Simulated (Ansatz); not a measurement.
# AsH3+ (doublet): wave-function methods side by side at distance As1–H3 = 2.343 Å, cc-pVDZ

Aim: climb from Hartree-Fock through coupled cluster and multireference methods for AsH3+ (doublet) at one geometry and basis, and see what each rung misses.

Computed with Ansatz 0.2.0, Gaussian basis. Level: cc-pVDZ, core rule «outside noble gas», up to 14 orbitals frozen.

Plan: UHF; CCSD(T) on ROHF; CCSD(T) on UHF; BCCD(T) on ROHF; CISD as a restricted active space (open shells left free, so some higher excitations enter); CCSDT(Q) on ROHF; CCSDT(Q) on UHF; CCSDTQ on ROHF; CCSDTQ on UHF; CASSCF and MRCISD+Q, 3 electrons in 3 orbitals; CASSCF and NEVPT2, 3 electrons in 3 orbitals; CASSCF and MRCISD+Q, 7 electrons in 7 orbitals; CASSCF and NEVPT2, 7 electrons in 7 orbitals; Full CI.

### 1 The geometry

The geometry derives from a PBE0/def2-TZVP stationary point (not a proven minimum). One bond is set to the value named and the two fragments are kept rigid. No spin-orbit coupling is included. The filled d shell of As may be among the frozen orbitals whatever the setting's name suggests.

4 atoms, charge 1, spin multiplicity 2.

Atoms are counted from 1 here; the program's logs count them from 0.

Bond lengths: As1–H2 1.497 Å, As1–H4 1.497 Å. Angles: H2–As1–H4 112.5°.

### 2 UHF

in.yaml

```yaml
crystal:
  periodic: [false, false, false]
  atoms:
    - {symbol: As, position_ang: [0.005402, -0.009066, -0.019215]}
    - {symbol: H, position_ang: [1.441514, 0.004697, 0.402907]}
    - {symbol: H, position_ang: [-1.139964, 1.929522, 0.628598]}
    - {symbol: H, position_ang: [-0.703123, -1.260360, 0.396777]}
basis:
  gaussian: {orbitals: cc-pVDZ}
total_charge: 1
magnetization: {spin_polarized: true, initial_magnetization: 1}
hamiltonian: {xc: hf}
output: {orbitals: {seedname: orbitals}}
```

On the command line:

```bash
$ ansatz run in.yaml --threads 1 --pin off --events-out ev --progress --plain --max-ram 2816MiB --backend cpu
```

Further steps of the session: CCSD(T) on ROHF; CCSD(T) on UHF; BCCD(T) on ROHF; CISD as a restricted active space (open shells left free, so some higher excitations enter); CCSDT(Q) on ROHF; CCSDT(Q) on UHF; CCSDTQ on ROHF; CCSDTQ on UHF; CASSCF and MRCISD+Q, 3 electrons in 3 orbitals; CASSCF and NEVPT2, 3 electrons in 3 orbitals; CASSCF and MRCISD+Q, 7 electrons in 7 orbitals; CASSCF and NEVPT2, 7 electrons in 7 orbitals; Full CI.

Before running them: what should the planned runs give, taken together? Wanted: FCI from the RHF energy; RMP2 from FCI; UMP2 from FCI; RCCSD from FCI; RCCSD(T) from FCI; UCCSD(T) from FCI; RCCSDT(Q) from FCI; UCCSDT(Q) from FCI; NEVPT2 pair from FCI.

**Answer**, as computed:

```
                         quantity                                                                                                       value
          FCI from the ROHF energy                                                                                                  -4.0490 eV
                    RMP2 from FCI                                                                                               +104.5 kJ/mol
                    UMP2 from FCI                                                                                               +116.4 kJ/mol
                   RCCSD from FCI                                                                                                +15.7 kJ/mol
                RCCSD(T) from FCI                                                                                                 +3.8 kJ/mol
                UCCSD(T) from FCI                                                                                                 +6.1 kJ/mol
               RCCSDT(Q) from FCI                                                                                                 +0.1 kJ/mol
               UCCSDT(Q) from FCI                                                                                                  0.0 kJ/mol
             NEVPT2 pair from FCI                                                                                                +66.5 kJ/mol
           MRCISD+Q pair from FCI                                                                                                 +0.4 kJ/mol
          NEVPT2 valence from FCI                                                                                                +49.4 kJ/mol
levels within 1 kcal/mol (43 meV)  RCCSD(T), BCCD(T), RCCSDT, UCCSDT, RCCSDT(Q), UCCSDT(Q), RCCSDTQ, UCCSDTQ, MRCISD+Q pair, MRCISD+Q valence
                    T1 diagnostic                                                                                                       0.022
   effectively unpaired electrons                                                                                                        1.20
```

**Reading.** RCCSD(T) misses by +3.8 kJ/mol, 1.0 % of the correlation energy. CCSD(T) misses by +3.8 kJ/mol on the restricted determinant and by +6.1 kJ/mol on the unrestricted one; the two need not hold the same state or core. The occupations show static correlation (1.20 effectively unpaired electrons where one determinant has 1). Of the multireference levels listed MRCISD+Q pair comes nearest in total energy (+0.4 kJ/mol), which doesn't show that its space is the better one. These misses are within one basis, not against nature; the frozen cores of restricted and unrestricted runs differ, which can shift their rows.

Levels on UHF freeze UHF's core orbitals, full CI those of ROHF, so the U rows can settle a little off it for that reason alone.

With open shells the CI space here admits some higher excitations, so it is larger than plain CISD.
